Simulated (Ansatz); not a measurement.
**TaCl (septet): wave-function methods side by side, def2-SVP**

One table from this session's results is given with a row withheld; the runs are named, their logs left out.

Method: def2-SVP, core rule «outside noble gas», up to 9 orbitals frozen; program: Ansatz 0.2.0, Gaussian basis.

To be run: UHF; CCSD(T) on ROHF; CCSD(T) on UHF; CISD; CCSDT(Q) on ROHF; CCSDT(Q) on UHF.

21 further runs of the same task are left out: 8 for a known fault of the program, 9 that didn't finish, 4 set aside as unsound or not needed.

## The system

The geometry is a PBE0/def2-TZVP stationary point (not a proven minimum). No spin-orbit coupling is included. Elements past krypton take def2 core potentials.

2 atoms, charge 0, spin multiplicity 7.

Atoms are counted from 1 here; the program's logs count them from 0.

Bond lengths: Ta1–Cl2 2.875 Å.

Set-up of the first run:

Contents of in.yaml:

```yaml
crystal:
  periodic: [false, false, false]
  atoms:
    - {symbol: Ta, position_ang: [0.000000, 0.000000, 0.000000]}
    - {symbol: Cl, position_ang: [0.000000, 0.000000, 2.875200]}
basis:
  gaussian: {orbitals: def2-SVP}
magnetization: {spin_polarized: true, initial_magnetization: 6}
hamiltonian: {xc: hf}
output: {orbitals: {seedname: orbitals}}
```

The run is started by

```sh
$ ansatz run in.yaml --threads 1 --pin off --events-out ev --progress --plain --max-ram 2393MiB
```

Among the steps run: UHF; CCSD(T) on ROHF; CCSD(T) on UHF; CISD; CCSDT(Q) on ROHF; CCSDT(Q) on UHF.

One table of the session follows, with a row left open; its other results are not shown here.

```
   method  from RCCSDT(Q) (kJ/mol)
     ROHF                   +482.9
      UHF                   +460.0
     RMP2                    +71.1
     UMP2                    +61.3
     CISD                    +35.3
    RCCSD                        ?
    UCCSD                     -3.2
 RCCSD(T)                     +2.0
 UCCSD(T)                     -9.2
   RCCSDT                     +0.5
   UCCSDT                    -10.6
RCCSDT(Q)                        0
UCCSDT(Q)                    -11.1
```

Q: Estimate the row for RCCSD from the others.

As computed: from RCCSDT(Q) (kJ/mol): +8.3. In the column «from RCCSDT(Q) (kJ/mol)» it lies between RCCSD(T) (+2.0) and CISD (+35.3).

Caveats from the session: Restricted and unrestricted rows rest on different reference determinants; where their highest levels disagree by more than a few hundredths of an eV, they describe different states and don't form one ladder.
